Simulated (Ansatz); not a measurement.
**CH₃AlClFSi: a short trajectory**

What does CH₃AlClFSi do in its first 40 fs at constant energy, with the temperature set to 500 K?

The runs use Ansatz 0.2.0, Gaussian basis; PBE/def2-SVP with D3(BJ) with three-body dispersion.

## Step 1: Structure used throughout

The structure was relaxed beforehand with PBE0-D4 in a triple-zeta def2 set.

SMILES `F[Si]1(Cl)[CH2][AlH]1`, 8 atoms, charge 0, spin multiplicity 1.

Atoms are counted from 1 here; the program's logs count them from 0.

Bond lengths: F1–Si2 1.597 Å, Si2–Cl3 2.059 Å, Si2–C4 1.862 Å, Si2–Al5 2.322 Å, C4–Al5 1.979 Å, C4–H6 1.109 Å, C4–H7 1.089 Å, Al5–H8 1.582 Å. Angles: F1–Si2–Cl3 106.5°, F1–Si2–C4 118.5°, F1–Si2–Al5 137.5°, Cl3–Si2–C4 111.0°, Cl3–Si2–Al5 114.8°, C4–Si2–Al5 55.1°, Si2–C4–Al5 74.3°, Si2–C4–H6 105.8°, Si2–C4–H7 126.9°, Al5–C4–H6 98.2°, Al5–C4–H7 135.5°, H6–C4–H7 109.3°, Si2–Al5–C4 50.5°, Si2–Al5–H8 167.5°, C4–Al5–H8 141.5°.

Coordinates:

```mol
CH3AlClFSi
  3D, bonds by distance, orders not assigned

  8  8  0  0  0  0  0  0  0  0999 V2000
    0.4004   -1.0694    2.2064 F   0  0
    0.4347   -0.8116    0.6309 Si  0  0
    2.2706   -1.4677   -0.0301 Cl  0  0
    0.0742    0.9033    0.0019 C   0  0
   -1.0818   -0.3073   -1.0534 Al  0  0
   -0.7020    1.3151    0.6780 H   0  0
    0.8000    1.6820   -0.2290 H   0  0
   -2.1038   -0.3015   -2.2604 H   0  0
  1  2  8  0
  2  3  8  0
  2  4  8  0
  4  5  8  0
  4  6  8  0
  4  7  8  0
  5  8  8  0
  2  5  8  0
M  END
```

## Step 2: Dynamics

Input file in.yaml:

```yaml
crystal:
  periodic: [false, false, false]
  atoms:
    - {symbol: F, position_ang: [0.400404, -1.069445, 2.206363]}
    - {symbol: Si, position_ang: [0.434667, -0.811590, 0.630873]}
    - {symbol: Cl, position_ang: [2.270609, -1.467675, -0.030083]}
    - {symbol: C, position_ang: [0.074195, 0.903309, 0.001921]}
    - {symbol: Al, position_ang: [-1.081817, -0.307309, -1.053408]}
    - {symbol: H, position_ang: [-0.702030, 1.315050, 0.678027]}
    - {symbol: H, position_ang: [0.799956, 1.682001, -0.229039]}
    - {symbol: H, position_ang: [-2.103785, -0.301540, -2.260354]}
basis:
  gaussian: {orbitals: def2-SVP}
hamiltonian: {xc: {name: PBE}, dispersion: d3bjatm}
md: {timestep: 2 fs, n_steps: 20, ensemble: nve, temperature: 500, initial_velocities: maxwell_boltzmann, seed: 620}
```

Launch:

```sh
> ansatz run in.yaml --threads 2 --pin off --events-out ev --progress --plain --max-ram 4352MiB
```

Log:

```text
Functional definition: PBE
  name "PBE"
  cite "Perdew, Burke & Ernzerhof, Phys. Rev. Lett. 77, 3865 (1996) doi:10.1103/PhysRevLett.77.3865"
  parent pbe
  parameter kappa = 0.804
  parameter beta = 0.06672455060314922
  exchange = pbe_x(kappa = kappa, mu = beta*pi^2/3)
  correlation = pbe_c(beta = beta)
1064 factors; their error is unknown
mean field evaluation 1: about -30761.7254 eV, gradient 6.8e1 eV
mean field evaluation 2: about -30714.7273 eV, gradient 1.3e2 eV
mean field evaluation 4: about -30772.2429 eV, gradient 1.4e1 eV
mean field evaluation 8: about -30773.0079 eV, gradient 1.2e-1 eV
mean field evaluation 16: about -30772.9343 eV, gradient 9.3e-4 eV
mean field -30772.93434024 eV, -1130.8844783598 hartree, gradient 6.1e-5 eV, S^2 0.000000; 0 other end points of the search recorded, 0 dependent functions left out
the calculation of the forces begins
reference -30772.93437818 eV, -1130.8844797541 hartree; 31, 31 occupied and 66, 66 virtual orbitals, 1064 factors
md step     0: t =     0.00 fs  T =   500.0 K  F+E_penalty+E_count = -30773.13406490 eV  E_kin = 0.387780 eV  conserved = -30772.74628490 eV  (28 SCF iters)
these checks for a lower state are left out or cut short: starts, cluster_reference, orbital_swaps, neighbouring_geometries, increment
1064 factors; their error is unknown
mean field -30772.78935319 eV, -1130.8791501839 hartree, gradient 8.1e-6 eV, S^2 0.000000; 0 other end points of the search recorded, 0 dependent functions left out
the calculation of the forces begins
reference -30772.78939109 eV, -1130.8791515767 hartree; 31, 31 occupied and 66, 66 virtual orbitals, 1064 factors
md step     1: t =     2.00 fs  T =   366.1 K  F+E_penalty+E_count = -30772.98897014 eV  E_kin = 0.283937 eV  conserved = -30772.70503335 eV  (30 SCF iters, 3 dispersion substeps)
these checks for a lower state are left out or cut short: starts, cluster_reference, orbital_swaps, neighbouring_geometries, increment
1064 factors; their error is unknown
mean field evaluation 32: about -30772.8404 eV, gradient 2.7e-5 eV
mean field -30772.84041188 eV, -1130.8810265560 hartree, gradient 2.7e-5 eV, S^2 0.000000; 0 other end points of the search recorded, 0 dependent functions left out
the calculation of the forces begins
reference -30772.84044981 eV, -1130.8810279502 hartree; 31, 31 occupied and 66, 66 virtual orbitals, 1064 factors
md step     2: t =     4.00 fs  T =   379.1 K  F+E_penalty+E_count = -30773.03925405 eV  E_kin = 0.294047 eV  conserved = -30772.74520746 eV  (29 SCF iters, 3 dispersion substeps)
these checks for a lower state are left out or cut short: starts, cluster_reference, orbital_swaps, neighbouring_geometries, increment
1064 factors; their error is unknown
mean field -30772.72943008 eV, -1130.8769480501 hartree, gradient 7.6e-6 eV, S^2 0.000000; 0 other end points of the search recorded, 0 dependent functions left out
the calculation of the forces begins
reference -30772.72946808 eV, -1130.8769494467 hartree; 31, 31 occupied and 66, 66 virtual orbitals, 1064 factors
md step     3: t =     6.00 fs  T =   264.7 K  F+E_penalty+E_count = -30772.92749084 eV  E_kin = 0.205311 eV  conserved = -30772.72217967 eV  (30 SCF iters, 3 dispersion substeps)
these checks for a lower state are left out or cut short: starts, cluster_reference, orbital_swaps, neighbouring_geometries, increment
1064 factors; their error is unknown
mean field -30772.67290899 eV, -1130.8748709386 hartree, gradient 2.6e-5 eV, S^2 0.000000; 0 other end points of the search recorded, 0 dependent functions left out
the calculation of the forces begins
reference -30772.67294702 eV, -1130.8748723359 hartree; 31, 31 occupied and 66, 66 virtual orbitals, 1064 factors
md step     4: t =     8.00 fs  T =   199.2 K  F+E_penalty+E_count = -30772.87059698 eV  E_kin = 0.154463 eV  conserved = -30772.71613350 eV  (29 SCF iters, 3 dispersion substeps)
these checks for a lower state are left out or cut short: starts, cluster_reference, orbital_swaps, neighbouring_geometries, increment
1064 factors; their error is unknown
mean field -30772.76541010 eV, -1130.8782702918 hartree, gradient 2.6e-5 eV, S^2 0.000000; 0 other end points of the search recorded, 0 dependent functions left out
the calculation of the forces begins
reference -30772.76544812 eV, -1130.8782716889 hartree; 31, 31 occupied and 66, 66 virtual orbitals, 1064 factors
md step     5: t =    10.00 fs  T =   289.2 K  F+E_penalty+E_count = -30772.96301961 eV  E_kin = 0.224279 eV  conserved = -30772.73874108 eV  (29 SCF iters, 3 dispersion substeps)
these checks for a lower state are left out or cut short: starts, cluster_reference, orbital_swaps, neighbouring_geometries, increment
1064 factors; their error is unknown
mean field -30772.71457201 eV, -1130.8764020263 hartree, gradient 8.3e-6 eV, S^2 0.000000; 0 other end points of the search recorded, 0 dependent functions left out
the calculation of the forces begins
reference -30772.71460998 eV, -1130.8764034216 hartree; 31, 31 occupied and 66, 66 virtual orbitals, 1064 factors
md step     6: t =    12.00 fs  T =   242.7 K  F+E_penalty+E_count = -30772.91225508 eV  E_kin = 0.188234 eV  conserved = -30772.72402105 eV  (30 SCF iters, 3 dispersion substeps)
these checks for a lower state are left out or cut short: starts, cluster_reference, orbital_swaps, neighbouring_geometries, increment
1064 factors; their error is unknown
mean field evaluation 64: about -30772.7529 eV, gradient 1.1e-1 eV
mean field -30772.75292640 eV, -1130.8778115241 hartree, gradient 1.9e-5 eV, S^2 0.000000; 0 other end points of the search recorded, 0 dependent functions left out
the calculation of the forces begins
reference -30772.75296441 eV, -1130.8778129211 hartree; 31, 31 occupied and 66, 66 virtual orbitals, 1064 factors
md step     7: t =    14.00 fs  T =   284.3 K  F+E_penalty+E_count = -30772.95013085 eV  E_kin = 0.220479 eV  conserved = -30772.72965228 eV  (29 SCF iters, 3 dispersion substeps)
these checks for a lower state are left out or cut short: starts, cluster_reference, orbital_swaps, neighbouring_geometries, increment
1064 factors; their error is unknown
mean field -30772.81890197 eV, -1130.8802360815 hartree, gradient 2.3e-5 eV, S^2 0.000000; 0 other end points of the search recorded, 0 dependent functions left out
the calculation of the forces begins
reference -30772.81894010 eV, -1130.8802374828 hartree; 31, 31 occupied and 66, 66 virtual orbitals, 1064 factors
md step     8: t =    16.00 fs  T =   358.2 K  F+E_penalty+E_count = -30773.01522222 eV  E_kin = 0.277794 eV  conserved = -30772.73742862 eV  (29 SCF iters, 3 dispersion substeps)
these checks for a lower state are left out or cut short: starts, cluster_reference, orbital_swaps, neighbouring_geometries, increment
1064 factors; their error is unknown
mean field -30772.74491141 eV, -1130.8775169785 hartree, gradient 6.5e-6 eV, S^2 0.000000; 0 other end points of the search recorded, 0 dependent functions left out
the calculation of the forces begins
reference -30772.74494960 eV, -1130.8775183820 hartree; 31, 31 occupied and 66, 66 virtual orbitals, 1064 factors
md step     9: t =    18.00 fs  T =   288.8 K  F+E_penalty+E_count = -30772.94065906 eV  E_kin = 0.223944 eV  conserved = -30772.71671523 eV  (30 SCF iters, 3 dispersion substeps)
these checks for a lower state are left out or cut short: starts, cluster_reference, orbital_swaps, neighbouring_geometries, increment
1064 factors; their error is unknown
mean field -30772.80732367 eV, -1130.8798105869 hartree, gradient 6.7e-6 eV, S^2 0.000000; 0 other end points of the search recorded, 0 dependent functions left out
the calculation of the forces begins
reference -30772.80736192 eV, -1130.8798119927 hartree; 31, 31 occupied and 66, 66 virtual orbitals, 1064 factors
md step    10: t =    20.00 fs  T =   353.4 K  F+E_penalty+E_count = -30773.00277102 eV  E_kin = 0.274118 eV  conserved = -30772.72865337 eV  (30 SCF iters, 3 dispersion substeps)
these checks for a lower state are left out or cut short: starts, cluster_reference, orbital_swaps, neighbouring_geometries, increment
1064 factors; their error is unknown
mean field evaluation 96: about -30772.8350 eV, gradient 9.5e-6 eV
mean field -30772.83502187 eV, -1130.8808284771 hartree, gradient 9.5e-6 eV, S^2 0.000000; 0 other end points of the search recorded, 0 dependent functions left out
the calculation of the forces begins
reference -30772.83506009 eV, -1130.8808298815 hartree; 31, 31 occupied and 66, 66 virtual orbitals, 1064 factors
md step    11: t =    22.00 fs  T =   369.3 K  F+E_penalty+E_count = -30773.03046186 eV  E_kin = 0.286422 eV  conserved = -30772.74403995 eV  (30 SCF iters, 3 dispersion substeps)
these checks for a lower state are left out or cut short: starts, cluster_reference, orbital_swaps, neighbouring_geometries, increment
1064 factors; their error is unknown
mean field -30772.70968407 eV, -1130.8762223976 hartree, gradient 6.8e-6 eV, S^2 0.000000; 0 other end points of the search recorded, 0 dependent functions left out
the calculation of the forces begins
reference -30772.70972221 eV, -1130.8762237993 hartree; 31, 31 occupied and 66, 66 virtual orbitals, 1064 factors
md step    12: t =    24.00 fs  T =   260.3 K  F+E_penalty+E_count = -30772.90500292 eV  E_kin = 0.201871 eV  conserved = -30772.70313221 eV  (30 SCF iters, 3 dispersion substeps)
these checks for a lower state are left out or cut short: starts, cluster_reference, orbital_swaps, neighbouring_geometries, increment
1064 factors; their error is unknown
mean field -30772.79327472 eV, -1130.8792942975 hartree, gradient 6.0e-6 eV, S^2 0.000000; 0 other end points of the search recorded, 0 dependent functions left out
the calculation of the forces begins
reference -30772.79331289 eV, -1130.8792957003 hartree; 31, 31 occupied and 66, 66 virtual orbitals, 1064 factors
md step    13: t =    26.00 fs  T =   313.9 K  F+E_penalty+E_count = -30772.98809030 eV  E_kin = 0.243469 eV  conserved = -30772.74462108 eV  (30 SCF iters, 3 dispersion substeps)
these checks for a lower state are left out or cut short: starts, cluster_reference, orbital_swaps, neighbouring_geometries, increment
1064 factors; their error is unknown
mean field -30772.69316647 eV, -1130.8756153873 hartree, gradient 6.4e-6 eV, S^2 0.000000; 0 other end points of the search recorded, 0 dependent functions left out
the calculation of the forces begins
reference -30772.69320462 eV, -1130.8756167893 hartree; 31, 31 occupied and 66, 66 virtual orbitals, 1064 factors
md step    14: t =    28.00 fs  T =   216.1 K  F+E_penalty+E_count = -30772.88771281 eV  E_kin = 0.167573 eV  conserved = -30772.72013931 eV  (30 SCF iters, 3 dispersion substeps)
these checks for a lower state are left out or cut short: starts, cluster_reference, orbital_swaps, neighbouring_geometries, increment
1064 factors; their error is unknown
mean field -30772.65699924 eV, -1130.8742862661 hartree, gradient 6.2e-6 eV, S^2 0.000000; 0 other end points of the search recorded, 0 dependent functions left out
the calculation of the forces begins
reference -30772.65703736 eV, -1130.8742876670 hartree; 31, 31 occupied and 66, 66 virtual orbitals, 1064 factors
md step    15: t =    30.00 fs  T =   173.0 K  F+E_penalty+E_count = -30772.85163356 eV  E_kin = 0.134174 eV  conserved = -30772.71745957 eV  (30 SCF iters, 3 dispersion substeps)
these checks for a lower state are left out or cut short: starts, cluster_reference, orbital_swaps, neighbouring_geometries, increment
1064 factors; their error is unknown
mean field evaluation 128: about -30772.7365 eV, gradient 3.7e-5 eV
mean field -30772.73653818 eV, -1130.8772092682 hartree, gradient 6.0e-6 eV, S^2 0.000000; 0 other end points of the search recorded, 0 dependent functions left out
the calculation of the forces begins
reference -30772.73657628 eV, -1130.8772106684 hartree; 31, 31 occupied and 66, 66 virtual orbitals, 1064 factors
md step    16: t =    32.00 fs  T =   249.9 K  F+E_penalty+E_count = -30772.93135258 eV  E_kin = 0.193833 eV  conserved = -30772.73751928 eV  (30 SCF iters, 3 dispersion substeps)
these checks for a lower state are left out or cut short: starts, cluster_reference, orbital_swaps, neighbouring_geometries, increment
1064 factors; their error is unknown
mean field -30772.67110403 eV, -1130.8748046075 hartree, gradient 2.6e-5 eV, S^2 0.000000; 0 other end points of the search recorded, 0 dependent functions left out
the calculation of the forces begins
reference -30772.67114211 eV, -1130.8748060070 hartree; 31, 31 occupied and 66, 66 virtual orbitals, 1064 factors
md step    17: t =    34.00 fs  T =   187.6 K  F+E_penalty+E_count = -30772.86606125 eV  E_kin = 0.145519 eV  conserved = -30772.72054254 eV  (29 SCF iters, 3 dispersion substeps)
these checks for a lower state are left out or cut short: starts, cluster_reference, orbital_swaps, neighbouring_geometries, increment
1064 factors; their error is unknown
mean field -30772.71382217 eV, -1130.8763744703 hartree, gradient 2.7e-5 eV, S^2 0.000000; 0 other end points of the search recorded, 0 dependent functions left out
the calculation of the forces begins
reference -30772.71386027 eV, -1130.8763758702 hartree; 31, 31 occupied and 66, 66 virtual orbitals, 1064 factors
1064 factors; their error is unknown
mean field evaluation 160: about -30772.7138 eV, gradient 1.2e-2 eV
mean field -30772.71382217 eV, -1130.8763744703 hartree, gradient 2.6e-5 eV, S^2 0.000000; 1 other end points of the search recorded, 0 dependent functions left out
the calculation of the forces begins
reference -30772.71386027 eV, -1130.8763758702 hartree; 31, 31 occupied and 66, 66 virtual orbitals, 1064 factors
md step    18: t =    36.00 fs  T =   227.7 K  F+E_penalty+E_count = -30772.90848346 eV  E_kin = 0.176577 eV  conserved = -30772.73190612 eV  (29 SCF iters, 3 dispersion substeps)
these checks for a lower state are left out or cut short: starts, cluster_reference, orbital_swaps, neighbouring_geometries, increment
1064 factors; their error is unknown
mean field -30772.76213446 eV, -1130.8781499141 hartree, gradient 6.9e-6 eV, S^2 0.000000; 0 other end points of the search recorded, 0 dependent functions left out
the calculation of the forces begins
reference -30772.76217257 eV, -1130.8781513146 hartree; 31, 31 occupied and 66, 66 virtual orbitals, 1064 factors
md step    19: t =    38.00 fs  T =   283.9 K  F+E_penalty+E_count = -30772.95636098 eV  E_kin = 0.220164 eV  conserved = -30772.73619696 eV  (30 SCF iters, 3 dispersion substeps)
these checks for a lower state are left out or cut short: starts, cluster_reference, orbital_swaps, neighbouring_geometries, increment
1064 factors; their error is unknown
mean field -30772.67721370 eV, -1130.8750291337 hartree, gradient 6.7e-6 eV, S^2 0.000000; 0 other end points of the search recorded, 0 dependent functions left out
the calculation of the forces begins
reference -30772.67725186 eV, -1130.8750305361 hartree; 31, 31 occupied and 66, 66 virtual orbitals, 1064 factors
1064 factors; their error is unknown
mean field evaluation 192: about -30772.6772 eV, gradient 1.3e-1 eV
mean field -30772.67721370 eV, -1130.8750291337 hartree, gradient 6.9e-6 eV, S^2 0.000000; 1 other end points of the search recorded, 0 dependent functions left out
the calculation of the forces begins
reference -30772.67725186 eV, -1130.8750305361 hartree; 31, 31 occupied and 66, 66 virtual orbitals, 1064 factors
md step    20: t =    40.00 fs  T =   198.3 K  F+E_penalty+E_count = -30772.87139533 eV  E_kin = 0.153799 eV  conserved = -30772.71759587 eV  (30 SCF iters, 3 dispersion substeps)
Total energy: -30772.87143349 eV, -1130.8821665794 hartree
Atom 0 at     0.307029    -1.092737     2.220919 Å, force     0.098116    -0.111007     1.430220 eV/Å
Atom 1 at     0.450309    -0.707850     0.676753 Å, force     1.007366    -0.862708    -2.224279 eV/Å
Atom 2 at     2.342671    -1.539724    -0.077931 Å, force    -1.060379     0.626089     0.549038 eV/Å
Atom 3 at     0.025226     0.976984     0.004920 Å, force    -1.051143     1.061959     1.378184 eV/Å
Atom 4 at    -1.090404    -0.344838    -1.060278 Å, force    -0.297985     0.214699     0.157228 eV/Å
Atom 5 at    -0.798920     1.267981     0.858816 Å, force     1.164126    -0.418382    -1.570991 eV/Å
Atom 6 at     0.638701     1.901803    -0.186231 Å, force    -0.181755    -0.479960     0.140329 eV/Å
Atom 7 at    -2.242539    -0.265142    -2.205698 Å, force     0.321653    -0.030691     0.140272 eV/Å
Dipole moment:    -0.398886     0.331918    -0.236702 e Å
```

Run time: 37 s. Hardware: 2 threads of Arm Neoverse V1, shared host.

## Step 3: The trajectory

Step by step, with energies from the first frame:

| time (fs) | T (K) | potential (meV) | conserved (meV) | Si2–Cl3 (Å) |
| --- | --- | --- | --- | --- |
| 0.0 | 500 | 0.0 | 0.00 | 2.059 |
| 2.0 | 366 | 145.1 | 41.25 | 2.045 |
| 4.0 | 379 | 94.8 | 1.08 | 2.033 |
| 6.0 | 265 | 206.6 | 24.11 | 2.023 |
| 8.0 | 199 | 263.5 | 30.15 | 2.015 |
| 10.0 | 289 | 171.0 | 7.54 | 2.012 |
| 12.0 | 243 | 221.8 | 22.26 | 2.012 |
| 14.0 | 284 | 183.9 | 16.63 | 2.016 |
| 16.0 | 358 | 118.8 | 8.86 | 2.026 |
| 18.0 | 289 | 193.4 | 29.57 | 2.039 |
| 20.0 | 353 | 131.3 | 17.63 | 2.056 |
| 22.0 | 369 | 103.6 | 2.24 | 2.075 |
| 24.0 | 260 | 229.1 | 43.15 | 2.096 |
| 26.0 | 314 | 146.0 | 1.66 | 2.117 |
| 28.0 | 216 | 246.4 | 26.15 | 2.137 |
| 30.0 | 173 | 282.4 | 28.83 | 2.155 |
| 32.0 | 250 | 202.7 | 8.77 | 2.171 |
| 34.0 | 188 | 268.0 | 25.74 | 2.184 |
| 36.0 | 228 | 225.6 | 14.38 | 2.194 |
| 38.0 | 284 | 177.7 | 10.09 | 2.199 |
| 40.0 | 198 | 262.7 | 28.69 | 2.201 |

Positions (Å) and forces (eV/Å) at 40.0 fs:

```xyz
8

F     0.307   -1.093    2.221    0.098   -0.111    1.430
Si    0.450   -0.708    0.677    1.007   -0.863   -2.224
Cl    2.343   -1.540   -0.078   -1.060    0.626    0.549
C     0.025    0.977    0.005   -1.051    1.062    1.378
Al   -1.090   -0.345   -1.060   -0.298    0.215    0.157
H    -0.799    1.268    0.859    1.164   -0.418   -1.571
H     0.639    1.902   -0.186   -0.182   -0.480    0.140
H    -2.243   -0.265   -2.206    0.322   -0.031    0.140
```

## Step 4: What came out

```
                              quantity                          value
                                length             20 steps of 2.0 fs
     temperature, first and last frame                     500, 198 K
              temperature, second half  mean 258 K, from 173 to 369 K
                swing of the potential                        282 meV
largest change of the conserved energy                      43.15 meV
                      range of Si2–Cl3               2.012 to 2.201 Å
```

From 500 K at the start the temperature swings between 173 and 500 K: with 8 atoms it has no steady value yet; starting near a minimum, about half of the kinetic energy flows into the potential. The conserved energy moves by 43.15 meV, 15.3 % of the potential's swing: the step is long for the fastest motion. Si2–Cl3 swings most, by 0.19 Å; no bond breaks. A run of 40 fs gives no averages.
